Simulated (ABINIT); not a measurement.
Set up this calculation in ABINIT 10.8.3 (patched build), as the native input.

```
Task                : band structure
Functional          : PBE
Potentials or basis : Ansatz PAW PBE generated set soft_1, frozen core
Cutoff              : 419 eV
k mesh              : 4 × 4 × 1
Occupations         : fermi-dirac, width 0.05 eV
Spin                : collinear spin, ferromagnetic start
Starting moments    : [0.0, 0.0, 3.0, 3.0, 0.0, 0.0, 0.0, 0.0, 0.0] μB
Fine-grid cutoff    : 838.111 eV
```

Crystal: CsLiCr2Te2S3.

```
Cs Li Cr Te S
1.0
     3.60358    0.00000    0.00000
    -1.80179    3.12079    0.00000
     0.00000    0.00000   19.06651
Cs Li Cr Te S
1 1 2 2 3
Cartesian
  0.0000 0.0000 7.1307
  1.8018 1.0403 0.3064
  0.0000 0.0000 16.5187
  0.0000 2.0805 3.2095
  0.0000 2.0805 10.2751
  1.8018 1.0403 14.7338
  0.0000 0.0000 1.9124
  0.0000 2.0805 17.7166
  1.8018 1.0403 4.4631
```

The cell was built by a generator and needn't be a form met in nature.

The input as run:

run.abi

```
# Datasets: ground state, then fixed potential
ndtset 2

# Pseudopotentials
pp_dirpath "./"
pseudos "Cs.GGA_PBE-ansatz_soft_1.xml, Li.GGA_PBE-ansatz_soft_1.xml, Cr.GGA_PBE-ansatz_soft_1.xml, Te.GGA_PBE-ansatz_soft_1.xml, S.GGA_PBE-ansatz_soft_1.xml"

# Structure
acell 3.60358 3.6035784199 19.06651 Angstrom
rprim
     1.0000000000     0.0000000000     0.0000000000
    -0.5000002192     0.8660252772     0.0000000000
     0.0000000000     0.0000000000     1.0000000000
ntypat 5
znucl 55 3 24 52 16
natom 9
typat 1 2 3 3 4 4 5 5 5
xred
     0.0000000000     0.0000000000     0.3739900000
     0.6666700000     0.3333300000     0.0160700000
     0.0000000000     0.0000000000     0.8663700000
     0.3333300000     0.6666700000     0.1683300000
     0.3333300000     0.6666700000     0.5389100000
     0.6666700000     0.3333300000     0.7727600000
     0.0000000000     0.0000000000     0.1003000000
     0.3333300000     0.6666700000     0.9292000000
     0.6666700000     0.3333300000     0.2340800000

# Plane-wave basis
ecut 15.4
pawecutdg 30.8
pawxcdev 0
pawovlp 30

# Exchange and correlation
ixc 11

# Bands and occupations
occopt 3
tsmear 0.05 eV

# Spin
nsppol 2
spinat
     0.0000000000     0.0000000000     0.0000000000
     0.0000000000     0.0000000000     0.0000000000
     0.0000000000     0.0000000000     3.0000000000
     0.0000000000     0.0000000000     3.0000000000
     0.0000000000     0.0000000000     0.0000000000
     0.0000000000     0.0000000000     0.0000000000
     0.0000000000     0.0000000000     0.0000000000
     0.0000000000     0.0000000000     0.0000000000
     0.0000000000     0.0000000000     0.0000000000

# SCF cycle
nstep 100

# Output
iomode 3
prtwf 0
prteig 0
prtebands 0
enunit 1
prtden1 1

# Dataset 1
kptopt1 1
ngkpt1 4 4 1
nshiftk1 1
shiftk1 0.0 0.0 0.0
nband1 56
tolvrs1 1.0e-9

# Dataset 2: bands along G-M-K-G-A-L-H-A
iscf2 -2
getden2 1
nband2 62
nbdbuf2 4
tolwfr2 1.0e-11
kptopt2 -7
ndivsm2 5
prteig2 1
prtvol2 -3
kptbounds2
     0.0000000000     0.0000000000     0.0000000000
     0.5000000000     0.0000000000     0.0000000000
     0.3333333333     0.3333333333     0.0000000000
     0.0000000000     0.0000000000     0.0000000000
     0.0000000000     0.0000000000     0.5000000000
     0.5000000000     0.0000000000     0.5000000000
     0.3333333333     0.3333333333     0.5000000000
     0.0000000000     0.0000000000     0.5000000000
```

Potentials or basis: Ansatz PAW PBE generated set soft_1, frozen core.

The run is started by

```sh
$ mpirun --bind-to none -np 4 abinit run.abi > log 2>&1
```

Results of the run:

```
Pressure                                              : -0.2 GPa
Largest force                                         : 0.172 eV/Å
Band gap on the k mesh                                : none (metal or under the smearing width)
Net moment                                            : 5.64 μB per cell
Site moments                                          : Cs -0.00; Li -0.01; Cr +2.85, +3.02; Te -0.01, -0.18; S -0.04, -0.05, -0.06 μB
Valence electrons inside the program's atomic spheres : Cs 6.74; Li 2.65; Cr 13.32, 13.31; Te 13.86, 14.06; S 5.42, 5.43
```

Caveat: the k mesh is coarse (spacing up to 0.50 Å⁻¹), so the values aren't converged; spin-orbit coupling is left out, which moves the levels of the heavy elements; only a ferromagnetic start was run, and an antiferromagnetic order may lie lower in energy.

It took 33 min on 4 MPI ranks on Intel(R) Xeon(R) Platinum 8259CL CPU @ 2.50GHz (Skylake/Cascade Lake), on a shared host, peak memory 3 GiB a rank.
